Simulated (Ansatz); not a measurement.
WAu:

```
W Au
1.0
     0.00000    2.90921    2.90921
     2.90921    0.00000    2.90921
     2.90921    2.90921    0.00000
W Au
1 1
Direct
  0.00000 0.00000 0.00000
  0.75000 0.75000 0.75000
```

The cell was built by a generator and needn't be a form met in nature.

Base run:

```yaml
Program: Ansatz 0.2.0
Functional: r2SCAN
Potentials_or_basis: Ansatz PAW
Cutoff: "500 eV (not typed: the program's choice for these potentials)"
k_mesh: 8 × 8 × 8
Occupations: fermi-dirac, width 0.05 eV
Spin: spin-orbit coupling, no magnetisation
```

Its results: band gap on the k mesh none (metal or under the smearing width); pressure -3.7 GPa.

The run is repeated on the same cell with these changes: spin from spin-orbit coupling, no magnetisation to no spin polarisation; potential files from those of the base run to others of the same set. What comes out?

Band gap on the k mesh none (metal or under the smearing width); pressure -3.3 GPa.

Caveats: the PAW data sets come from PBE, with cores solved anew for the run's functional, which leaves a small shift of forces and pressure; spin-orbit coupling is left out, which moves the levels of the heavy elements (some runs).
